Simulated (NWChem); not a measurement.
# A workflow on the pair CH2O···BH2ClO

Aim: a single-point energy (singlet CH4BClO2, B3LYP-D2/STO-3G), then a single-point energy (singlet H2CO, B3LYP-D2/STO-3G), then a single-point energy (singlet BH2ClO, B3LYP-D2/STO-3G), then a single-point energy (singlet H2CO, B3LYP-D2/STO-3G), then a single-point energy (singlet BH2ClO, B3LYP-D2/STO-3G) of CH4BClO2 and its partners. 

The results are computed with NWChem 7.3.0.

### 1 The system as given

CH4BClO2 has 9 atoms, charge 0, and is taken as a singlet. The two molecules were placed rigidly side by side, at 1.3 times their contact distance; the pair isn't optimised.

Bond lengths: C1–O2 1.195 Å, O5–B6 1.340 Å, B6–Cl7 1.766 Å, C1–H3 1.109 Å, C1–H4 1.109 Å, O5–H8 0.963 Å, B6–H9 1.189 Å. Angles: O5–B6–Cl7 121.0°, O2–C1–H3 122.0°, O2–C1–H4 122.0°, O5–B6–H9 119.8°, Cl7–B6–H9 119.2°, B6–O5–H8 113.9°, H3–C1–H4 116.0°.

### 2 The energy at B3LYP-D2/STO-3G (run 1)

File m1.nw:

```
start m1
title "CH4BClO2"
memory total 2200 mb

geometry noautosym nocenter noautoz
 C       -0.002820      -0.002200      -0.003300
 O        0.691980       0.544400       0.801300
 H       -0.544820       0.559700      -0.790500
 H       -0.144320      -1.101900      -0.007500
 O       -4.025010       2.976330       0.978850
 B       -3.535700       3.370510      -0.204400
 Cl      -3.825780       2.427730      -1.669470
 H       -4.529680       2.157300       0.938620
 H       -2.895400       4.369550      -0.275830
end

basis "ao basis" spherical bse
 * library STO-3G
end

dft
 xc b3lyp
 disp vdw 2
 grid fine
 convergence energy 1e-08
 iterations 100
 mulliken
 print low
end

task dft energy
```

Started as:

```
$ nwchem m1.nw > m1.out
```

The log of the run:

```text
[...]
 d= 0,ls=0.0,diis     1   -667.8906168979 -8.37D+02  8.15D-02  1.36D+00     0.5
[...]
 d= 0,ls=0.0,diis    10   -668.1379092213 -5.75D-09  9.87D-07  5.52D-10     3.1
         Total DFT energy =     -668.137909221274
      One electron energy =    -1257.063498801926
           Coulomb energy =      476.207556162802
    Exchange-Corr. energy =      -56.432788481170
 Nuclear repulsion energy =      169.153451536855
    Dispersion correction =       -0.002629637835
[...]
      Total Density - Mulliken Population Analysis
     ---------------------------------------------
    Atom       Charge   Shell Charges
 -----------   ------   -------------------------------------------------------
    1 C    6     5.97   1.99  1.16  2.82
    2 O    8     8.17   2.00  1.88  4.29
    3 H    1     0.93   0.93
    4 H    1     0.94   0.94
    5 O    8     8.27   2.00  1.82  4.46
    6 B    5     4.72   1.99  0.88  1.85
    7 Cl  17    17.24   2.00  2.00  5.99  1.97  5.28
    8 H    1     0.74   0.74
    9 H    1     1.03   1.03
[...]
```

Wall time 3.9 s (1 thread of Intel Xeon Platinum 8559C (Emerald Rapids), shared host); peak memory 0.12 GiB.

### 3 H2CO: a single-point energy at B3LYP-D2/STO-3G (run 2)

File run.nw:

```
start run
memory 2200 mb

geometry units angstroms noautosym nocenter noautoz
 C    -0.002820   -0.002200   -0.003300
 O     0.691980    0.544400    0.801300
 H    -0.544820    0.559700   -0.790500
 H    -0.144320   -1.101900   -0.007500
end

basis spherical bse
 * library STO-3G
end

dft
 xc b3lyp
 disp vdw 2
 grid fine
 convergence energy 1e-08
 maxiter 100
 mulliken
 print low
end

task dft energy
```

Started as:

```
$ nwchem run.nw > run.out
```

The log of the run:

```text
[...]
 d= 0,ls=0.0,diis     1   -112.8017513848 -1.44D+02  1.84D-01  8.71D-01     0.1
[...]
 d= 0,ls=0.0,diis     8   -112.9514678457  3.61D-10  3.66D-06  3.52D-09     0.5
         Total DFT energy =     -112.951467845682
      One electron energy =     -216.411800411706
           Coulomb energy =       86.757971595661
    Exchange-Corr. energy =      -14.755204644127
 Nuclear repulsion energy =       31.458075465033
    Dispersion correction =       -0.000509850544
[...]
      Total Density - Mulliken Population Analysis
     ---------------------------------------------
    Atom       Charge   Shell Charges
 -----------   ------   -------------------------------------------------------
    1 C    6     5.96   1.99  1.16  2.82
    2 O    8     8.16   2.00  1.88  4.29
    3 H    1     0.94   0.94
    4 H    1     0.94   0.94
[...]
```

Run time: 1 s. Hardware: 1 thread of Intel Xeon Platinum 8559C (Emerald Rapids), shared host; peak memory 0.11 GiB.

### 4 BH2ClO: a single-point energy at B3LYP-D2/STO-3G (run 3)

File job.nw:

```
start job
title "BClH2O"
memory stack 880 mb heap 220 mb global 1100 mb

geometry units angstroms noautosym nocenter noautoz
O     -4.025010     2.976330     0.978850
B     -3.535700     3.370510    -0.204400
Cl    -3.825780     2.427730    -1.669470
H     -4.529680     2.157300     0.938620
H     -2.895400     4.369550    -0.275830
end

basis spherical bse
* library STO-3G
end

dft
xc b3lyp
disp vdw 2
grid fine
convergence energy 1e-08
iterations 100
mulliken
print low
end

task dft
```

Started as:

```
$ nwchem job.nw > job.out
```

The log of the run:

```text
[...]
 d= 0,ls=0.0,diis     1   -555.0880863348 -6.40D+02  7.37D-02  4.84D-01     0.2
[...]
 d= 0,ls=0.0,diis     7   -555.1859273261 -9.24D-09  2.76D-06  6.65D-10     1.0
         Total DFT energy =     -555.185927326097
      One electron energy =     -934.786477113610
           Coulomb energy =      336.557672645475
    Exchange-Corr. energy =      -41.677266991508
 Nuclear repulsion energy =       84.721768486035
    Dispersion correction =       -0.001624352489
[...]
      Total Density - Mulliken Population Analysis
     ---------------------------------------------
    Atom       Charge   Shell Charges
 -----------   ------   -------------------------------------------------------
    1 O    8     8.28   2.00  1.82  4.46
    2 B    5     4.72   1.99  0.88  1.85
    3 Cl  17    17.23   2.00  2.00  5.99  1.97  5.28
    4 H    1     0.74   0.74
    5 H    1     1.03   1.03
[...]
```

Run time: 1.5 s. Hardware: 1 thread of Intel Xeon Platinum 8559C (Emerald Rapids), shared host; peak memory 0.11 GiB.

### 5 H2CO among ghost functions: a single-point energy at B3LYP-D2/STO-3G (with ghost functions) (run 4)

File ch2o.nw:

```
echo
start ch2o
memory total 2200 mb

geometry units au noautosym nocenter noautoz
C     -0.00532903    -0.00415740    -0.00623610
O      1.30765268     1.02876690     1.51423754
H     -1.02956059     1.05767971    -1.49382850
H     -0.27272527    -2.08228922    -0.01417295
bqO     -7.606167     5.624449     1.849758
bqB     -6.681505     6.369341    -0.386260
bqCl    -7.229676     4.587745    -3.154841
bqH     -8.559855     4.076706     1.773735
bqH     -5.471513     8.257253    -0.521243
end

basis spherical bse
C library STO-3G
O library STO-3G
H library STO-3G
bqO library O STO-3G
bqB library B STO-3G
bqCl library Cl STO-3G
bqH library H STO-3G
end

dft
xc b3lyp
disp vdw 2
grid fine
convergence energy 1e-08
maxiter 100
mulliken
print low
end

task dft energy
```

Started as:

```
$ nwchem ch2o.nw > ch2o.out
```

The log of the run:

```text
[...]
 d= 0,ls=0.0,diis     1   -112.8017553548 -1.44D+02  6.68D-02  8.71D-01     0.4
[...]
 d= 0,ls=0.0,diis     8   -112.9514735873  3.33D-10  1.28D-06  3.24D-09     2.1
         Total DFT energy =     -112.951473587287
      One electron energy =     -216.411663857820
           Coulomb energy =       86.757814229922
    Exchange-Corr. energy =      -14.755187322818
 Nuclear repulsion energy =       31.458073214307
    Dispersion correction =       -0.000509850878
[...]
      Total Density - Mulliken Population Analysis
     ---------------------------------------------
    Atom       Charge   Shell Charges
 -----------   ------   -------------------------------------------------------
    1 C    6     5.96   1.99  1.16  2.82
    2 O    8     8.16   2.00  1.88  4.29
    3 H    1     0.94   0.94
    4 H    1     0.94   0.94
    5 X    0    -0.00  -0.00 -0.00 -0.00
    6 X    0     0.00   0.00  0.00  0.00
    7 X    0     0.00   0.00  0.00 -0.00  0.00  0.00
    8 X    0     0.00   0.00
    9 X    0     0.00   0.00
[...]
```

Wall time 2.6 s (1 thread of Intel Xeon Platinum 8559C (Emerald Rapids), shared host); peak memory 0.12 GiB.

### 6 BH2ClO among ghost functions: a single-point energy at B3LYP-D2/STO-3G (with ghost functions) (run 5)

File mymol.nw:

```
echo
start mymol
title "BClH2O B3LYP"
memory 2200 mb
geometry units bohr noautosym nocenter noautoz
  O  -7.60616655  5.62444856  1.84975842
  B  -6.68150466  6.36934080 -0.38626002
  Cl -7.22967641  4.58774480 -3.15484107
  H  -8.55985463  4.07670617  1.77373474
  H  -5.47151302  8.25725279 -0.52124316
  bqC     -0.005329    -0.004157    -0.006236
  bqO      1.307653     1.028767     1.514238
  bqH     -1.029561     1.057680    -1.493829
  bqH     -0.272725    -2.082289    -0.014173
end
basis spherical bse
  O library STO-3G
  B library STO-3G
  Cl library STO-3G
  H library STO-3G
  bqC library C STO-3G
  bqO library O STO-3G
  bqH library H STO-3G
end
dft
  xc b3lyp
  mult 1
  disp vdw 2
  grid fine
  convergence energy 1e-08
  maxiter 100
  mulliken
  print low
end
task dft energy
```

Started as:

```
$ nwchem mymol.nw > mymol.out
```

The log of the run:

```text
[...]
 d= 0,ls=0.0,diis     1   -555.0881041903 -6.40D+02  4.69D-02  4.84D-01     0.5
[...]
 d= 0,ls=0.0,diis     7   -555.1859445459 -9.27D-09  1.76D-06  6.68D-10     2.0
         Total DFT energy =     -555.185944545890
      One electron energy =     -934.786060028910
           Coulomb energy =      336.557211298389
    Exchange-Corr. energy =      -41.677233833916
 Nuclear repulsion energy =       84.721762371642
    Dispersion correction =       -0.001624353095
[...]
      Total Density - Mulliken Population Analysis
     ---------------------------------------------
    Atom       Charge   Shell Charges
 -----------   ------   -------------------------------------------------------
    1 O    8     8.28   2.00  1.82  4.46
    2 B    5     4.72   1.99  0.88  1.85
    3 Cl  17    17.23   2.00  2.00  5.99  1.97  5.28
    4 H    1     0.74   0.74
    5 H    1     1.03   1.03
    6 X    0    -0.00  -0.00 -0.00 -0.00
    7 X    0     0.00   0.00  0.00  0.00
    8 X    0     0.00   0.00
    9 X    0     0.00   0.00
[...]
```

It took 2.5 s on 1 thread of Intel Xeon Platinum 8559C (Emerald Rapids), shared host; peak memory 0.12 GiB.

### 7 Summary of results

| quantity | value |
| --- | --- |
| run 1, B3LYP-D2/STO-3G: total energy | -668.13791 Eh |
| run 1, B3LYP-D2/STO-3G: dispersion energy | -6.90 kJ/mol |
| H2CO: total energy | -112.95147 Eh |
| H2CO: dispersion energy | -1.34 kJ/mol |
| BH2ClO: total energy | -555.18593 Eh |
| BH2ClO: dispersion energy | -4.26 kJ/mol |
| H2CO among ghost functions: total energy | -112.95147 Eh |
| H2CO among ghost functions: dispersion energy | -1.34 kJ/mol |
| BH2ClO among ghost functions: total energy | -555.18594 Eh |
| BH2ClO among ghost functions: dispersion energy | -4.26 kJ/mol |
| interaction energy of the rigid parts H2CO and BH2ClO (parts in their own basis; closest atoms 3.88 Å apart) | -0.014 eV |
| interaction energy of the rigid parts H2CO and BH2ClO (parts in the whole basis, counterpoise; closest atoms 3.88 Å apart) | -0.013 eV |

In words: The interaction energy of the rigid parts H2CO and BH2ClO (parts in their own basis; closest atoms 3.88 Å apart) is −0.01 eV (−1.3 kJ/mol). Without counterpoise this holds the superposition error of the basis. The interaction energy of the rigid parts H2CO and BH2ClO (parts in the whole basis, counterpoise; closest atoms 3.88 Å apart) is −0.01 eV (−0.3 kcal/mol). The basis-set superposition error is 0.1 kJ/mol. Mulliken charges (H2CO) run from -0.16 on O2 to +0.06 on H3; they depend strongly on the basis.
